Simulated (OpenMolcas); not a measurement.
# Ru⁵⁺ among point charges: CASSCF and CASPT2 levels and susceptibility

Aim: the splitting of the states of Ru⁵⁺ in the field of 6 point charges, its lowest levels with spin-orbit coupling and its magnetic susceptibility.

The numbers are computed with OpenMolcas 26.06 (state-averaged CASSCF and CASPT2, spin-orbit coupling by RASSI with atomic mean-field integrals), except any that are marked as measured or tabulated.

**1. The system**

```
Species                           : Ru⁵⁺ (ruthenium, Z = 44, 39 electrons)
Basis                             : ANO-RCC-VTZP [7s6p4d2f1g], 68 functions
Scalar Hamiltonian                : DKH2, point nucleus
Inactive shells                   : 1s 2s 2p 3s 3p 3d 4s 4p
Active space                      : 3 electrons in 5 orbitals (4d)
Some configurations of this space : 4d3
Orbitals                          : optimised for each spin and parity, averaged over all roots
```

Outer shells as boxes (Hund's rule):

4d3
```
4d [↑ ][↑ ][↑ ][  ][  ]
```

The ion sits among 6 point charges of -1 e arranged as an octahedron (Oh), 1.94 Å from the ion.

The work runs as a chain of OpenMolcas steps in one folder; each step below is one input file. Labels, J, g values, rates, χT and fits are worked out afterwards by a script from the matrices that RASSI stores. The input lists half of the charges; inversion (Group=XYZ) makes the rest.

**2. Basis and integrals**

Contents of a.inp:

```
&GATEWAY
Coord
1

Ru 0.0 0.0 0.0
Basis=ANO-RCC-VTZP
Group=XYZ
NoMove
AngMom=0.0 0.0 0.0
AMFI
XField
3 Angstrom 0
1.940000 0.000000 0.000000 -1.000000
0.000000 1.940000 0.000000 -1.000000
0.000000 0.000000 1.940000 -1.000000
&SEWARD
```

**3. Reference wave functions, quartets of even parity, 10 roots**

Contents of a.inp:

```
&RASSCF
FileOrb=start.orb
Symmetry=1
Spin=4
nActEl=3 0 0
Inactive=9 9
Ras2=5 0
CIRoot=10 10 1
SDav=10
CIMx=300
Iter=120 100
PrWF=0.3
OrbListing=Nothing
MaxOrb=0
>>> COPY $Project.JobIph JOB001
```

start.orb holds the contracted functions of the basis, ordered by shell, or the orbitals of the step before.

**4. CASSCF: doublets of even parity, 40 roots**

Contents of a.inp:

```
&RASSCF
FileOrb=start.orb
Symmetry=1
Spin=2
nActEl=3 0 0
Inactive=9 9
Ras2=5 0
CIRoot=40 40 1
SDav=40
CIMx=300
Iter=120 100
PrWF=0.3
OrbListing=Nothing
MaxOrb=0
>>> COPY $Project.JobIph JOB002
```

**5. State interaction with spin-orbit coupling**

Contents of a.inp:

```
&RASSI
NrOfJobIphs=2 10 40
1 2 3 4 5 6 7 8 9 10
1 2 3 4 5 6 7 8 9 10 11 12 13 14 15 16 17 18 19 20 21 22 23 24 25 26 27
28 29 30 31 32 33 34 35 36 37 38 39 40
IphNames
JOB001
JOB002
EJob
SpinOrbit
DIPRint=1.0
SOCoupling=1000.0
Subsets=2
Property=9
'ANGMOM' 1 'ANGMOM' 2 'ANGMOM' 3 'MLTPL  1' 1 'MLTPL  1' 2 'MLTPL  1' 3
'AMFI' 1 'AMFI' 2 'AMFI' 3
SOProperty=3
'ANGMOM' 1 'ANGMOM' 2 'ANGMOM' 3
```

**6. CASPT2: IPEA 0.25, imaginary shift 0.1 (closed shells correlated: 4s 4p)**

Contents of a.inp:

```
>>> COPY JOB001 $Project.JobIph
&CASPT2
Multistate=10 1 2 3 4 5 6 7 8 9 10
NoMult
Frozen=8 6
IPEA=0.25
Imaginary=0.1
MaxIter=60
WThr=0.0 0.3 0.05
PrWF=0.5
NoMix
>>> COPY JOB002 $Project.JobIph
&CASPT2
Multistate=40 1 2 3 4 5 6 7 8 9 10 11 12 13 14 15 16 17 18 19 20 21 22
23 24 25 26 27 28 29 30 31 32 33 34 35 36 37 38 39 40
NoMult
Frozen=8 6
IPEA=0.25
Imaginary=0.1
MaxIter=60
WThr=0.0 0.3 0.05
PrWF=0.5
NoMix
```

(Steps that only read results are left out.)

What does the calculation give? Wanted: spin-free ground state; first state of the same spin within the active space; lowest level; next level.

The runs gave:

| quantity | value |
| --- | --- |
| method | SS-CASPT2, IPEA 0.25, imaginary shift 0.1 (closed shells correlated: 4s 4p) |
| spin-free ground state | 4A2, 1-fold in its orbital part |
| first state of the same spin within the active space | 4T2 at 3290 cm⁻¹ |
| lowest level | 4-fold Γ8 |
| next level | 3247.0 cm⁻¹ |
| χT at 300 K | 0.56 cm³ K/mol |
| effective moment at 300 K | 2.12 μB |

Cost by method:

```
                                              method  time of its own steps  time with the reference
                                           A. CASSCF                   11 s                     11 s
B. SS-CASPT2, IPEA 0.25, imaginary shift 0.1, +4s 4p                  6.7 s                     18 s
```

Times are of one thread on a shared host.

What this shows: The spin-free ground state (4A2) comes to 100 % from free-ion F terms and keeps the highest spin of the shell. χT at 300 K is 0.56, against 1.88 cm³ K/mol for the spin alone, so spin-orbit coupling lowers it. CASPT2 does not keep the components of a term degenerate, and the means are used. The field of point charges can differ much from that of real complexes. Point charges carry no covalency, so the field is a model and not that of real ligands.
